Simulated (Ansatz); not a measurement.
Run this with Ansatz's Python interface and show what comes out.

The script reads `ybsn3.vasp`:
```text
YbSn3
1.0
   4.86100000    0.00000000    0.00000000
   0.00000000    4.86100000    0.00000000
   0.00000000    0.00000000    4.86100000
Yb Sn
1 3
Direct
   0.00000000    0.00000000    0.00000000
   0.00000000    0.50000000    0.50000000
   0.50000000    0.00000000    0.50000000
   0.50000000    0.50000000    0.00000000
```

`run_dfpt.py`
```python
"""DFPT phonons of YbSn3."""

from pathlib import Path
import logging
import sys

import ansatz as az
from ase.io import read
import numpy as np

logging.basicConfig(stream=sys.stdout, format="%(name)s: %(message)s")
log = logging.getLogger("run")
log.setLevel(logging.INFO)

atoms = read("ybsn3.vasp", format="vasp")
crystal = az.Crystal.from_ase(atoms)

calculation = (
    crystal.calculation()
    .occupations("methfessel_paxton", width=0.05)
    .functional("PBEsol")
    .pseudopotentials("paw")
    .kpoints(6, 6, 6)
    .phonons("dfpt")
)
result = calculation.run(threads=1, runs_dir="runs")
ph = result.phonons

print("Gamma modes (1/cm):", " ".join(f"{w:.1f}" for w in ph.gamma_omega_inv_cm))
print("in meV:", " ".join(f"{w * 0.1239842:.2f}" for w in ph.gamma_omega_inv_cm))
```

```console
$ python run_dfpt.py
DeckWarning: basis.ecutwfc = 420 eV, auto-derived from the records' recommended cutoffs: set by Yb (normal level)
Gamma modes (1/cm): -10.2 -10.2 -10.2 0.0 0.0 0.0 64.3 64.3 64.3 87.2 87.2 87.2
in meV: -1.27 -1.27 -1.27 0.00 0.00 0.00 7.97 7.97 7.97 10.81 10.81 10.81
```
(Warnings from the package without file and line.)

Notes:
- Semilocal functionals put the nearly full 4f shell of Yb too close to the Fermi level.
- The cell isn't relaxed first, so the values belong to this volume.
- The mesh is modest for a metal, so energies can be off by several to tens of meV an atom and pressures by half a GPa or more; differences at equal mesh fare better.
- A negative frequency stands for an imaginary mode.
- The structure is a deposited one; some such entries were measured under pressure or heat, so a shift against it needn't be the functional's error alone.
- The structure is taken as given; imaginary modes can come from an unrelaxed or unstable start. Phonons of metals also depend on mesh and smearing.
- Hardware and time: 4.4 min on 1 thread of AMD EPYC 7571, with other jobs on the host, peak memory 1.4 GiB.
